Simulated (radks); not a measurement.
# Exchange and kinetic functionals tested on atomic densities: Zr¹⁰⁺, Yb⁺, Mn, K⁴⁺, Li, Mg⁺

Aim: take each self-consistent density and evaluate many functionals on it, against the exact exchange and kinetic energies of the same orbitals. Every spin shell is full or empty, so the densities are truly spherical.

Method: non-relativistic Kohn-Sham, exchange-only LDA, spin-polarised, spherical densities, point nucleus; open shells are filled with parallel spins first. Code: radks (a radial shooting solver on a logarithmic mesh, Libxc functionals) version 1.

## 1. The atom as given

| Item | Value |
| --- | --- |
| species | Zr¹⁰⁺ ([Ar] 3d10 4s2), Yb⁺ ([Xe] 4f14 6s1), Mn ([Ar] 3d5 4s2), K⁴⁺ ([Ne] 3s2 3p3), Li ([He] 2s1), Mg⁺ ([Ne] 3s1) |

## 2. Zr¹⁰⁺, [Ar] 3d10 4s2

The run's settings:

```text
Z 40
configuration [Ar] 3d10 4s2
relativity non-relativistic
functional lda,
spin polarised
nucleus point
```

## 3. Yb⁺, [Xe] 4f14 6s1

The run's settings:

```text
Z 70
configuration [Xe] 4f14 6s1
relativity non-relativistic
functional lda,
spin polarised
nucleus point
```

## 4. Mn, [Ar] 3d5 4s2

The run's settings:

```text
Z 25
configuration [Ar] 3d5 4s2
relativity non-relativistic
functional lda,
spin polarised
nucleus point
```

## 5. K⁴⁺, [Ne] 3s2 3p3

The run's settings:

```text
Z 19
configuration [Ne] 3s2 3p3
relativity non-relativistic
functional lda,
spin polarised
nucleus point
```

## 6. Li, [He] 2s1

The run's settings:

```text
Z 3
configuration [He] 2s1
relativity non-relativistic
functional lda,
spin polarised
nucleus point
```

## 7. Mg⁺, [Ne] 3s1

The run's settings:

```text
Z 12
configuration [Ne] 3s1
relativity non-relativistic
functional lda,
spin polarised
nucleus point
```

Before running it: what results should come out? Wanted: for each run, error in magnitude; Zr¹⁰⁺; Yb⁺; Mn; K⁴⁺; Li; Mg⁺.

As calculated:

```tsv
error in magnitude (%)	Zr¹⁰⁺	Yb⁺	Mn	K⁴⁺	Li	Mg⁺
exchange, LDA	-5.50	-3.79	-6.39	-7.70	-13.51	-8.54
exchange, revPBE	-0.22	+0.02	+0.04	-0.15	+0.30	+0.10
exchange, PW91	+0.00	+0.33	+0.21	-0.12	-0.76	-0.00
exchange, PW86	-0.01	-0.05	+0.52	+0.43	+0.71	+0.78
exchange, OPTX	+0.99	+2.01	+0.65	+0.13	+0.07	+0.08
exchange, TPSS	-0.16	-0.12	+0.28	+0.18	+0.47	+0.46
exchange, SCAN	+0.21	+0.29	+0.42	+0.27	+0.17	+0.39
exchange, r2SCAN	-0.08	+0.05	+0.14	-0.01	+0.14	+0.18
exchange, Tao-Mo	-0.73	-0.57	-0.22	-0.22	+0.64	+0.17
kinetic, Thomas-Fermi	-5.71	-4.89	-6.64	-7.05	-10.33	-7.96
kinetic, TF + vW/9	-0.68	-0.78	-0.79	-0.59	+0.49	-0.59
kinetic, APBEK	+0.14	-0.02	+0.07	+0.24	+0.23	+0.17
kinetic, Perdew 92	-0.67	-0.77	-0.78	-0.57	+0.51	-0.58
kinetic, Thakkar	-0.48	-0.81	-0.41	-0.14	+0.54	-0.07
kinetic, Pearson	-1.02	-0.95	-1.35	-1.46	-4.13	-2.02
kinetic, LKT	+21.26	+16.68	+25.36	+29.00	+57.55	+34.10
kinetic, PG1	+16.80	+13.00	+20.21	+23.39	+50.02	+27.86
kinetic, Ernzerhof	-0.34	-0.55	-0.35	-0.00	+3.30	+0.20
```

**Reading.** Negative means that the magnitude is too small. For exchange the mean absolute error is least for r2SCAN (0.10 %) and largest for LDA (7.57 %). Among the orbital-free kinetic functionals APBEK (0.14 %) does best and LKT (30.66 %) worst. The functionals are evaluated on one density each, not self-consistently.
